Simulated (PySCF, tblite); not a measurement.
**C4H12Si3: geometry, infrared bands and NMR shifts**

Aim: predict the infrared bands and NMR shifts of C4H12Si3 (`C#C[SiH2][SiH2][C@@H](C)[SiH3]`).

Programs: tblite 0.8.0 and PySCF 2.14.0, with density-fitted response routines of our own. Each step states its level of theory. These are calculated values for one molecule in the gas phase, unless marked as measured. Atoms count from 0, in the outputs and in this text.

## 1. The molecule as given

19 atoms, charge 0, multiplicity 1; geometry from: force field or distance geometry start.

Bonds of the start (Å): C0–C1 1.22, C1–Si2 1.85, Si2–Si3 2.32, Si3–C4 1.89, C4–C5 1.52, C4–Si6 1.87, C0–H7 1.07, Si2–H8 1.49, Si2–H9 1.48, Si3–H10 1.49, Si3–H11 1.48, C4–H12 1.10, C5–H13 1.10, C5–H14 1.09, C5–H15 1.10, Si6–H16 1.48, Si6–H17 1.48, Si6–H18 1.49.

## 2. Optimising the geometry with GFN2-xTB

The job: settings as JSON, then the geometry in Å.

```
{"job": {"kind": "relax", "xc": "GFN2-xTB", "basis": "xTB"}, "charge": 0, "multiplicity": 1}
C      3.395600     0.796800     0.946900
C      2.468700     1.175500     0.252500
Si     1.063700     1.753400    -0.802000
Si    -0.233200    -0.043600    -1.481500
C     -0.991200    -1.040600    -0.060200
C     -0.002800    -1.631900     0.935300
Si    -2.298900     0.075800     0.682700
H      4.206400     0.478900     1.560100
H      0.214300     2.715600    -0.049000
H      1.576000     2.461300    -2.000200
H      0.624300    -0.980900    -2.259200
H     -1.299300     0.393000    -2.413400
H     -1.523600    -1.880700    -0.519500
H      0.541200    -0.859300     1.499100
H      0.747300    -2.246500     0.437700
H     -0.518000    -2.262500     1.681600
H     -3.270700     0.541100    -0.330700
H     -1.667100     1.242200     1.333600
H     -3.042500    -0.678400     1.732300
```

Started as:

```
$ OMP_NUM_THREADS=1 python probes_run.py task.json out
```

The driver reads the jobs from task.json and runs them one after another.

**Question.** This job is followed by: GFN2-xTB harmonic vibrations, gas phase; GIAO PBE0/pcSseg-1 NMR shielding, non-relativistic, gas phase. Predict these results of the whole session: strongest single infrared mode (GFN2-xTB); zero-point energy (GFN2-xTB); 13C shifts against TMS (PBE0/pcSseg-1); 1H shifts against TMS (PBE0/pcSseg-1, means over atoms taken as alike); 29Si shifts against TMS (PBE0/pcSseg-1).

As calculated:

```
                                                              quantity                                               value
                             strongest single infrared mode (GFN2-xTB)                                688 cm⁻¹, 664 km/mol
                                          zero-point energy (GFN2-xTB)                                       81.4 kcal/mol
                                13C shifts against TMS (PBE0/pcSseg-1)                         106.9, 85.4, 17.8, -0.5 ppm
1H shifts against TMS (PBE0/pcSseg-1, means over atoms taken as alike)  4.51, 4.28, 4.27, 4.05, 3.95, 1.96, 1.54, 0.68 ppm
                               29Si shifts against TMS (PBE0/pcSseg-1)                            -64.5, -68.0, -105.0 ppm
```

What this shows: Over 42 steps the energy fell by 0.162 eV; of the close pairs, C4–Si6 changed most, 1.873 to 1.904 Å. The lowest mode is slightly imaginary (7i cm⁻¹), a soft motion within the noise of the Hessian, so the minimum is not strictly shown. The strongest single mode, at 688 cm⁻¹, has its largest shares on Si2, H7, H11 and H10 (the list is cut at 4 atoms). GFN2-xTB is a fitted tight-binding method: band positions and strengths are rough. Its intensities can rank the bands wrongly. At PBE0/pcSseg-1: The widest tensor belongs to C1: span 284 ppm, with a paramagnetic part of -160 ppm.
